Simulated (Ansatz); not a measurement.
Run this with Ansatz 0.2.0 through its Python package and show what comes out.

Input file `luag3.xyz`:
```text
4
Lattice="0.0 3.38159123 3.38159123 3.38159123 0.0 3.38159123 3.38159123 3.38159123 0.0" Properties=species:S:1:pos:R:3 pbc="T T T"
Lu    0.00000000    0.00000000    0.00000000
Ag    1.69079562    1.69079562    1.69079562
Ag    5.07238685    5.07238685    5.07238685
Ag    3.38159123    3.38159123    3.38159123
```

The script, `luag3_fold.py`:
```python
'''Band folding check for LuAg3.'''

import warnings

import ansatz

config = {
    'filling': 'fermi_dirac',
    'width_ev': 0.02,
}

warnings.simplefilter('ignore', ansatz.DeckWarning)

system = ansatz.Crystal.from_extxyz('luag3.xyz')

# the mesh shrinks as the cell grows, so that all cells sample the same points
mesh = (4, 4, 4)
rows = []
for repeats in [(1, 1, 1), (2, 1, 1)]:
    model = system.supercell(*repeats).calculation()
    model = model.functional(ansatz.Functional.LDA).occupations(config['filling'], width=config['width_ev'])
    model = model.kpoints(*(k // n for k, n in zip(mesh, repeats)))
    r = model.run(threads=1, backend='cpu').report
    n = len(r['lattice']['sites'])
    rows.append((repeats, n, r['free_energy_ev'] / n, r['fermi_energy_ev'], r['n_kpoints'], r['n_symmetry_ops']))
print('       repeats           atoms       F/atom eV  Fermi level eV        k-points  symmetry operations')
for row in rows:
    print(f'{str(row[0]):>14s}  {row[1]:14d}  {row[2]:14.5f}  {row[3]:14.4f}  {row[4]:14d}  {row[5]:19d}')
```

```console
$ python luag3_fold.py
       repeats           atoms       F/atom eV  Fermi level eV        k-points  symmetry operations
     (1, 1, 1)               4     -9217.05188         16.7328               8                   48
     (2, 1, 1)               8     -9217.05188         16.7328               8                   24
```

Caveats:
- These settings explore the input space; cutoff and mesh may be short of convergence.
- For a metal this k-point mesh is coarse: on a finer one energies can move by several to tens of meV an atom and pressures by half a GPa or more, differences at one mesh by less.
- The structure comes from a database of computed cells and needn't be a stable or known phase.
- The count of operations in a supercell holds its pure translations too, and an uneven repeat can lower the point group.
- Hardware and time: 11 s on 1 thread of Arm Neoverse V1 (shared host), peak memory 0.5 GiB.

(Lines on the test bed's own set-up are left out of the output.)
